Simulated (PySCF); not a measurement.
# HfH₅⁻: relaxation and vibrations of the singlet

Aim: relax HfH₅⁻ as a singlet from a hand-made trigonal bipyramidal geometry, check by its vibrations whether the end is a minimum, and collect its spectrum and constants.

Program: PySCF 2.14.0. Level of theory: PBE0, basis Hf def2-TZVPD with ECP60, H def2-TZVPD, scalar-relativistic core potentials, no spin–orbit coupling, density fitting. These are calculated values, not measurements.

**1. Starting geometry**

6 atoms, charge -1, spin multiplicity 1.

Bond lengths: Hf1–H2 1.840 Å, Hf1–H3 1.840 Å, Hf1–H4 1.840 Å, Hf1–H5 1.840 Å, Hf1–H6 1.840 Å. Angles: H2–Hf1–H3 180.0°, H2–Hf1–H4 90.0°, H2–Hf1–H5 90.0°, H2–Hf1–H6 90.0°, H3–Hf1–H4 90.0°, H3–Hf1–H5 90.0°, H3–Hf1–H6 90.0°, H4–Hf1–H5 120.0°, H4–Hf1–H6 120.0°, H5–Hf1–H6 120.0°.

```xyz
6
charge -1 multiplicity 1
Hf    0.0000    0.0000    0.0000
H     0.0000    0.0000    1.8400
H     0.0000    0.0000   -1.8400
H     1.8400    0.0000    0.0000
H    -0.9200    1.5935    0.0000
H    -0.9200   -1.5935    0.0000
```

**2. Trigonal bipyramidal start, singlet: relaxation**

The steps below are one call of a driver around PySCF. For each, scf.py gives the equivalent set-up of the SCF; relaxations use the driver's own optimiser. Before each start the driver seeks the lowest SCF state from one or more starting densities and follows internal instabilities, so scf.py alone need not reach the same state.

The program finds D3h symmetry in the start, which this walk keeps. The walk stops when the largest gradient is under 0.0003 Eh/bohr and the energy has settled too.

The input, scf.py:

```python
from pyscf import gto, scf, dft
mol = gto.M(atom='''
Hf     0.000000    -0.000000     0.000000
H     -0.000000     0.000000     1.840000
H      0.000000    -0.000000    -1.840000
H      1.840008    -0.000007     0.000000
H     -0.919998     1.593497    -0.000000
H     -0.920010    -1.593490     0.000000''',
    basis={'Hf': 'def2-TZVPD', 'H': 'def2-TZVPD'},
    ecp={'Hf': 'def2-TZVPD'},
    charge=-1, spin=0)
mf = dft.RKS(mol, xc='PBE0')
mf.grids.atom_grid = (50, 194)
aux = {'Hf': 'def2-universal-JKFIT', 'H': 'def2-universal-JKFIT'}
mf = mf.density_fit(auxbasis=aux)
mf.kernel()
```

Steps of the walk:

| step | energy (Eh) | change (kJ/mol) | largest symmetric gradient (Eh/bohr) |
| --- | --- | --- | --- |
| 0 | -50.927741 | 0.00 | 0.02946 |
| 1 | -50.933875 | -16.10 | 0.01562 |
| 2 | -50.936609 | -23.28 | 0.00315 |
| 3 | -50.936719 | -23.57 | 0.00059 |
| 4 | -50.936723 | -23.58 | 0.00029 |
| 5 | -50.936724 | -23.58 | 0.00015 |

The walk took 9 s on 4 threads, shared host.

Geometry (Å) and forces (eV/Å) at some steps:

```
step 0
Hf   0.000   0.000   0.000  -0.004   0.000   0.000
H    0.000   0.000   1.840   0.000   0.000   1.515
H    0.000   0.000  -1.840   0.000   0.000  -1.515
H    1.840   0.000   0.000   0.658   0.000   0.000
H   -0.920   1.593   0.000  -0.327   0.569   0.000
H   -0.920  -1.593   0.000  -0.327  -0.569   0.000
step 1
Hf   0.000   0.000   0.000  -0.004   0.000   0.000
H    0.000   0.000   1.897   0.000   0.000   0.803
H    0.000   0.000  -1.897   0.000   0.000  -0.803
H    1.865   0.000   0.000   0.355   0.000   0.000
H   -0.932   1.615   0.000  -0.176   0.307   0.000
H   -0.932  -1.615   0.000  -0.176  -0.307   0.000
step 3
Hf   0.000   0.000   0.000  -0.005   0.000   0.000
H    0.000   0.000   1.973   0.000   0.000   0.030
H    0.000   0.000  -1.973   0.000   0.000  -0.030
H    1.897   0.000   0.000  -0.014   0.000   0.000
H   -0.948   1.643   0.000   0.009  -0.012   0.000
H   -0.948  -1.643   0.000   0.009   0.012   0.000
step 5
Hf   0.000   0.000   0.000  -0.005   0.000   0.000
H    0.000   0.000   1.977   0.000   0.000  -0.001
H    0.000   0.000  -1.977   0.000   0.000   0.001
H    1.896   0.000   0.000  -0.007   0.000   0.000
H   -0.948   1.642   0.000   0.005  -0.006   0.000
H   -0.948  -1.642   0.000   0.005   0.006   0.000
```

End point (D3h, 5 steps, 23.6 kJ/mol gained): Hf–H 1.896 Å (×3), Hf–H 1.977 Å (×2); H–Hf–H 90.0° (×6), H–Hf–H 120.0° (×3), H–Hf–H 180.0°.

**3. Is it a minimum? Harmonic modes**

The point is checked on the finer grid, and tightened if its gradient asks for it. The Hessian and the dipole derivatives come from central differences of analytic gradients, with steps of 0.01 bohr.

Edit scf.py of step 2 so:

```diff
@@ -3,6 +3,6 @@
-Hf     0.000000    -0.000000     0.000000
-H     -0.000000     0.000000     1.840000
-H      0.000000    -0.000000    -1.840000
-H      1.840008    -0.000007     0.000000
-H     -0.919998     1.593497    -0.000000
-H     -0.920010    -1.593490     0.000000''',
+Hf     0.000000    -0.000000    -0.000000
+H     -0.000000    -0.000000     1.976715
+H      0.000000     0.000000    -1.976715
+H      1.895673    -0.000007     0.000000
+H     -0.947831     1.641705     0.000000
+H     -0.947843    -1.641698    -0.000000''',
@@ -13 +13 @@
-mf.grids.atom_grid = (50, 194)
+mf.grids.atom_grid = (75, 302)
```

The driver hands on the density of the step before, so the log starts near convergence.

Log of the central SCF (cycles and frontier levels):

```text
init E= -50.9367823016096
  HOMO = -0.0688798017768506  LUMO = 0.113704621101614  gap/eV = 4.96838
cycle= 1 E= -50.9367823014145  delta_E= 1.95e-10  |g|= 4.36e-05  |ddm|= 0.00013
  HOMO = -0.0688872655700186  LUMO = 0.113694822509365  gap/eV = 4.96831
cycle= 2 E= -50.9367823011415  delta_E= 2.73e-10  |g|= 5.14e-05  |ddm|= 0.000152
  HOMO = -0.0688831674908514  LUMO = 0.113700098921621  gap/eV = 4.96834
cycle= 3 E= -50.9367823021143  delta_E= -9.73e-10  |g|= 3.04e-07  |ddm|= 8.23e-05
  HOMO = -0.068883185039724  LUMO = 0.113700096790453  gap/eV = 4.96834
cycle= 4 E= -50.9367823021142  delta_E= 4.26e-14  |g|= 3.21e-08  |ddm|= 2.33e-07
  HOMO = -0.0688831882595413  LUMO = 0.113700104344935  gap/eV = 4.96834
Extra cycle  E= -50.9367823021146  delta_E= -3.69e-13  |g|= 2.61e-08  |ddm|= 7.48e-08
converged SCF energy = -50.9367823021146
```

The whole step took 27 s.

Geometry: D3h; Hf–H 1.896 Å (×3), Hf–H 1.977 Å (×2); H–Hf–H 90.0° (×6), H–Hf–H 120.0° (×3), H–Hf–H 180.0°.

Harmonic modes (main isotopes):

```json
{"symmetry": "e'", "ω (cm⁻¹)": "284i", "IR (km/mol)": "606", "type": "bend"}
{"symmetry": "a2''", "ω (cm⁻¹)": "446", "IR (km/mol)": "254", "type": "bend"}
{"symmetry": "e'", "ω (cm⁻¹)": "627", "IR (km/mol)": "303", "type": "bend"}
{"symmetry": "e''", "ω (cm⁻¹)": "671", "IR (km/mol)": "0.0", "type": "bend"}
{"symmetry": "a2''", "ω (cm⁻¹)": "1300", "IR (km/mol)": "1719", "type": "stretch"}
{"symmetry": "a1'", "ω (cm⁻¹)": "1482", "IR (km/mol)": "0.0", "type": "stretch"}
{"symmetry": "e'", "ω (cm⁻¹)": "1544", "IR (km/mol)": "1823", "type": "stretch"}
{"symmetry": "a1'", "ω (cm⁻¹)": "1637", "IR (km/mol)": "0.0", "type": "stretch"}
```

2 modes are imaginary, the largest at 284i cm⁻¹: a saddle point, not a minimum.

Constants and moments:

```yaml
Dipole_moment_about_the_centre_of_mass: 0.00 D
Highest_occupied_level: -1.87 eV
Lowest_empty_level: 3.09 eV
Rotational_constants: 1.552, 1.267, 1.267 cm⁻¹
Zero-point_energy_real_modes: 63.1 kJ/mol
Principal_polarisabilities: 72.5, 72.5, 83.0 bohr³
Principal_traceless_quadrupole_moments_about_the_centre_of_mass: -9.47, 4.73, 4.73 D Å
```

Charges (e) and bond orders:

```
  atom  Mulliken  Löwdin  polar tensor  Mayer order to Hf1
   Hf1      0.15    0.33          1.62                   –
  H2,3     -0.25   -0.28         -0.63                0.74
H4,5,6     -0.21   -0.26         -0.45                0.96
```

Mulliken populations on Hf1 (outside its core potential): s 3.16, p 6.82, d 1.83, f 0.05.

**4. Leaving the saddle point**

The atoms are moved a little along the softest imaginary mode and relaxed again.

The program finds Cs symmetry in the start, which this walk keeps. Threshold on the gradient: 0.0003 Eh/bohr, with a further test on the energy change.

Edit scf.py of step 3 so:

```diff
@@ -3,6 +3,6 @@
-Hf     0.000000    -0.000000    -0.000000
-H     -0.000000    -0.000000     1.976715
-H      0.000000     0.000000    -1.976715
-H      1.895673    -0.000007     0.000000
-H     -0.947831     1.641705     0.000000
-H     -0.947843    -1.641698    -0.000000''',
+Hf    -0.000703     0.000690     0.000000
+H      0.085666    -0.084032     1.976715
+H      0.085666    -0.084032    -1.976715
+H      1.890926     0.025259     0.000000
+H     -0.959412     1.642417     0.000000
+H     -0.977272    -1.622791    -0.000000''',
@@ -13 +13 @@
-mf.grids.atom_grid = (75, 302)
+mf.grids.atom_grid = (50, 194)
```

Energy and gradient, step by step:

| step | energy (Eh) | change (kJ/mol) | largest symmetric gradient (Eh/bohr) |
| --- | --- | --- | --- |
| 0 | -50.936900 | 0.00 | 0.00115 |
| 1 | -50.936941 | -0.11 | 0.00101 |
| 2 | -50.938110 | -3.18 | 0.00453 |
| 3 | -50.938133 | -3.24 | 0.01557 |
| 4 | -50.939277 | -6.24 | 0.00531 |
| 5 | -50.939916 | -7.92 | 0.00137 |
| 6 | -50.940391 | -9.17 | 0.00211 |
| 7 | -50.940467 | -9.37 | 0.00192 |
| 8 | -50.940536 | -9.55 | 0.00095 |
| 9 | -50.940553 | -9.59 | 0.00037 |
| 10 | -50.940557 | -9.60 | 0.00029 |
| 11 | -50.940559 | -9.61 | 0.00029 |

The walk took 18 s.

It settles in C4v symmetry, 9.6 kJ/mol below the start, after 11 steps: Hf–H 1.912 Å (×4), Hf–H 1.926 Å; H–Hf–H 82.0° (×2), H–Hf–H 82.3° (×2), H–Hf–H 111.7° (×4), H–Hf–H 136.6° (×2).

**5. Vibrations and properties at this point**

The same treatment as at the point before.

Edit scf.py of step 4 so:

```diff
@@ -3,6 +3,6 @@
-Hf    -0.000703     0.000690     0.000000
-H      0.085666    -0.084032     1.976715
-H      0.085666    -0.084032    -1.976715
-H      1.890926     0.025259     0.000000
-H     -0.959412     1.642417     0.000000
-H     -0.977272    -1.622791    -0.000000''',
+Hf    -0.002716     0.004570     0.000000
+H      0.359047    -0.604153     1.775548
+H      0.359047    -0.604153    -1.775548
+H      1.885393     0.302951    -0.000000
+H     -0.987807     1.662141     0.000000
+H     -1.167299    -1.511257    -0.000000''',
@@ -13 +13 @@
-mf.grids.atom_grid = (50, 194)
+mf.grids.atom_grid = (75, 302)
```

Log of the central SCF (cycles and frontier levels):

```text
init E= -50.9406178640492
  HOMO = -0.0845778278226173  LUMO = 0.116983211008512  gap/eV = 5.48476
cycle= 1 E= -50.9406178640482  delta_E= 9.66e-13  |g|= 3.4e-06  |ddm|= 7.85e-06
  HOMO = -0.0845780621383845  LUMO = 0.116982430144136  gap/eV = 5.48474
Extra cycle  E= -50.9406178640483  delta_E= -2.84e-14  |g|= 3.88e-06  |ddm|= 9.08e-06
converged SCF energy = -50.9406178640483
```

The whole step took 33 s.

Geometry: C4v; Hf–H 1.912 Å (×4), Hf–H 1.928 Å; H–Hf–H 82.1° (×4), H–Hf–H 111.7° (×4), H–Hf–H 136.5° (×2).

Harmonic modes (main isotopes):

```csv
symmetry,ω (cm⁻¹),IR (km/mol),type
b1,342,0.0,bend
e,424,370,bend
e,575,237,bend
a1,633,154,bend
b2,799,0.0,bend
e,1466,2486,stretch
b1,1486,0.0,stretch
a1,1495,864,stretch
a1,1629,17.1,stretch
```

No imaginary mode, so this is a minimum.

Constants and moments:

* Dipole moment about the centre of mass: 2.10 D
* Highest occupied level: -2.30 eV
* Lowest empty level: 3.18 eV
* Rotational constants: 1.391, 1.391, 1.326 cm⁻¹
* Zero-point energy: 67.7 kJ/mol
* Principal polarisabilities: 64.6, 76.6, 76.6 bohr³
* Principal traceless quadrupole moments about the centre of mass: -1.34, -1.34, 2.68 D Å
* Entropy at 298.15 K and 1 bar: 261.6 J/(mol K)
* Heat capacity Cp at 298.15 K: 69.2 J/(mol K)
* Enthalpy at 298.15 K above 0 K: 13.95 kJ/mol
* Rotational symmetry number: 4

Populations by atom (charges in e):

```csv
atom,Mulliken,Löwdin,polar tensor,Mayer order to Hf1
Hf1,0.04,0.28,1.43,–
"H2,3,4,6",-0.18,-0.26,-0.48,0.91
H5,-0.33,-0.26,-0.50,0.91
```

Mulliken populations on Hf1 (outside its core potential): s 3.12, p 6.83, d 1.96, f 0.04.

**6. Would spin polarisation lower it?**

At the lowest minimum the closed shell is tested against spin polarisation, on the (50, 194) grid. It is stable.

**7. The points found, side by side**

| spin | group | bonds | imaginary modes (cm⁻¹) | ΔE (kJ/mol) | with zero-point energy |
| --- | --- | --- | --- | --- | --- |
| singlet | C4v | Hf–H 1.912 Å (×4), Hf–H 1.928 Å | none | 0.0 | 0.0 |
| singlet | D3h | Hf–H 1.896 Å (×3), Hf–H 1.977 Å (×2) | 284i, 284i | 10.1 | – |

**8. Results**

| quantity | value |
| --- | --- |
| minimum | singlet, C4v |
| geometry | Hf–H 1.912 Å (×4), Hf–H 1.928 Å; H–Hf–H 82.1° (×4), H–Hf–H 111.7° (×4), H–Hf–H 136.5° (×2) |
| wavenumbers (cm⁻¹) | 342 (b1), 424 (e), 575 (e), 633 (a1), 799 (b2), 1466 (e), 1486 (b1), 1495 (a1), 1629 (a1) |
| dipole moment (centre of mass) | 2.10 D |
| highest occupied, lowest empty level | -2.30, 3.18 eV |
| polar-tensor charge of Hf1 | +1.43 e |
| zero-point energy | 67.7 kJ/mol |
| entropy at 298.15 K | 261.6 J/(mol K) |

In words: From D3h at the start the molecule goes to a C4v minimum, after a first stop at a second-order saddle point 10.1 kJ/mol higher, from which it was pushed off along an imaginary mode. In the infrared the band at 1466 cm⁻¹ (e, stretch) leads. Only this shape and spin were tried, so other structures or states may lie lower. With an element this heavy the missing spin–orbit coupling can shift these numbers.

The search up to here took 94 s on 4 threads, shared host.
